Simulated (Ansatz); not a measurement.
## Ba2SrN2, space group P-3m1: a phonon calculation by linear response, step by step

Program: the Python package of Ansatz (0.2.0).

The script reads `ba2srn2.extxyz`:
```text
5
Lattice="3.93057361 0.0 0.0 -1.96528681 3.4039766 0.0 0.0 0.0 10.56066401" Properties=species:S:1:pos:R:3 pbc="T T T"
Ba    1.96528683    1.13465886    2.27559076
Ba   -0.00000002    2.26931775    8.28507325
Sr    0.00000000    0.00000000    5.28033200
N     1.96528683    1.13465886    6.97789538
N    -0.00000002    2.26931775    3.58276863
```

Notebook, run cell by cell (the value of a cell's last expression is shown):

In [1]:
```python
from pathlib import Path
import warnings

import ansatz as az
import numpy as np
```

In [2]:
```python
warnings.simplefilter("ignore", az.DeckWarning)

crystal = az.Crystal.from_extxyz("ba2srn2.extxyz")
```

In [3]:
```python
[site.symbol for site in crystal.resolved().sites]
```
Out [3]:
```text
['Ba', 'Ba', 'Sr', 'N', 'N']
```

In [4]:
```python
setup = (
    crystal.calculation()
    .functional(az.Functional.PBE)
    .occupations("fermi_dirac", width=0.05)
    .kpoints(6, 6, 2)
    .phonons("dfpt", points=[(0, 0, 0), (0.5, 0.5, 0)])
)
done = setup.run(threads=1, pin="off", runs_dir="runs")
ph = done.phonons
```
```text
RunWarning: eigensolver did not converge (k=1): 1 band(s) unlocked after 2 eigensolves, warm-restarted (20 sweeps on the last) at ethr=1.00e-12 eV (lowest unlocked band 24, counted from 0; max [...]
```

In [5]:
```python
for q in ph.qpoints:
    thz = np.asarray(q.omega_inv_cm) / 33.35641
    print("q = ({:.2f}, {:.2f}, {:.2f})".format(*q.q_frac), np.round(thz, 2) + 0.0, "THz")
```
```text
q = (0.00, 0.00, 0.00) [ 0.    0.    0.    1.27  1.27  1.99  1.99  2.55  4.69  5.4   5.4   6.29
  6.29  9.73 11.53] THz
q = (0.50, 0.50, 0.00) [ 1.7   2.07  2.12  2.71  2.76  2.87  3.45  3.8   4.34  5.61  5.83  6.3
  7.69 10.28 11.48] THz
```

Reading the output:
- The cell isn't relaxed first, so the values belong to this volume.
- The mesh is modest for a metal, so energies can be off by several to tens of meV an atom and pressures by half a GPa or more; differences at equal mesh fare better.
- No non-analytic term is added, so at the zone centre the longitudinal optical modes of a polar crystal aren't split off.
- This cell is a computed structure, which may not be the phase found in nature.
- Warnings are shown shortened and without file and line.
- The structure is taken as given; imaginary modes can come from an unrelaxed or unstable start.
- The script silences the warnings on its input, which a real study should read.
- Finished in 2.1 min on 1 thread of Arm Neoverse V2, with other jobs on the host, peak memory 0.86 GiB.
